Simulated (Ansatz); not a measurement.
# GaReSi: the cost of one run

Program: Ansatz 0.2.0. Level of theory: DFT PBE, scalar-relativistic, plane waves, PAW. These are calculated values, not measurements.

1 further run of the same task is left out (set aside as unsound or not needed).

### Step 1. Starting point

It takes space group P4/nmm (No. 129, tetragonal). Conventional cell: a = 3.210 Å, b = 3.210 Å, c = 8.115 Å, α = 90.00°, β = 90.00°, γ = 90.00°. Ga (site symmetry 4mm) is surrounded by 4 Ga at 2.67 Å and 1 Si at 2.67 Å and 5 Re at 2.72 to 2.90 Å. Around Si (site symmetry 4mm) lie 5 Re at 2.54 to 2.55 Å and 4 Si at 2.65 Å and 1 Ga at 2.67 Å. Re (site symmetry 4mm) has 5 Si at 2.54 to 2.55 Å and 5 Ga at 2.72 to 2.90 Å in its first shell of neighbours.

Structure file:

```cif
data_structure
_symmetry_space_group_name_H-M 'P4/nmm:1'
_symmetry_Int_Tables_number 129
_cell_length_a 3.2103
_cell_length_b 3.2103
_cell_length_c 8.1154
_cell_angle_alpha 90.000
_cell_angle_beta 90.000
_cell_angle_gamma 90.000
_cell_volume 83.64
loop_
_atom_site_label
_atom_site_type_symbol
_atom_site_symmetry_multiplicity
_atom_site_Wyckoff_symbol
_atom_site_fract_x
_atom_site_fract_y
_atom_site_fract_z
_atom_site_occupancy
Ga1 Ga 2 c 0.50000 0.00000 0.91366 1
Si1 Si 2 c 0.00000 0.50000 0.41552 1
Re1 Re 2 c 0.00000 0.50000 0.72877 1
```

It is the result of an earlier relaxation at this level (volume 13.94 Å³/atom; gap on the mesh: 0.18 eV).

### Step 2. Static run: bands, density of states and charges

File input.yaml:

```yaml
crystal:
  lattice:
    - [3.2103103573, 0.0, 0.0]
    - [0.0, 3.2103103573, 0.0]
    - [0.0, 0.0, 8.1154343347]
  atoms:
    - { symbol: Ga, position: [0.5, 0.0, 0.9136582386] }
    - { symbol: Ga, position: [0.0, 0.5, 0.0863417614] }
    - { symbol: Si, position: [0.0, 0.5, 0.4155231357] }
    - { symbol: Si, position: [0.5, 0.0, 0.5844768643] }
    - { symbol: Re, position: [0.0, 0.5, 0.72877466] }
    - { symbol: Re, position: [0.5, 0.0, 0.27122534] }
basis:
  ecutwfc: 420
kpoints:
  mp_grid: { grid: [12, 12, 6] }
  band_path:
    path:
      - [[0.0, 0.0, 0.0], [0.0, 0.5, 0.0], [0.5, 0.5, 0.0], [0.0, 0.0, 0.0], [0.0, 0.0, 0.5], [0.0, 0.5, 0.5], [0.5, 0.5, 0.5], [0.0, 0.0, 0.5]]
      - [[0.0, 0.5, 0.0], [0.0, 0.5, 0.5]]
      - [[0.5, 0.5, 0.0], [0.5, 0.5, 0.5]]
    npoints: 14
hamiltonian:
  xc: pbe
scf:
  occupations: { method: gaussian, width: 0.01 }
  n_extra_bands: 15
output:
  forces: true
  stress: true
  eigenvalues: true
  populations: true
  dos: { projected: true, de: 0.02, nscf_kmesh: { grid: [18, 18, 9] } }
  bader: true
  write_density: true
  write_potential: true
  elf: true
  volumetric_format: npy
```

On the command line:

```
$ ansatz run input.yaml --threads 1 --pin off --max-ram 2560MiB --backend cpu --events-out ev --progress --plain --runs-dir out
```

**Question.** How long does this run take on 1 thread of Arm Neoverse V1, shared host, and how much memory does it need?

About 2.5 min, with a peak of 0.82 GiB.
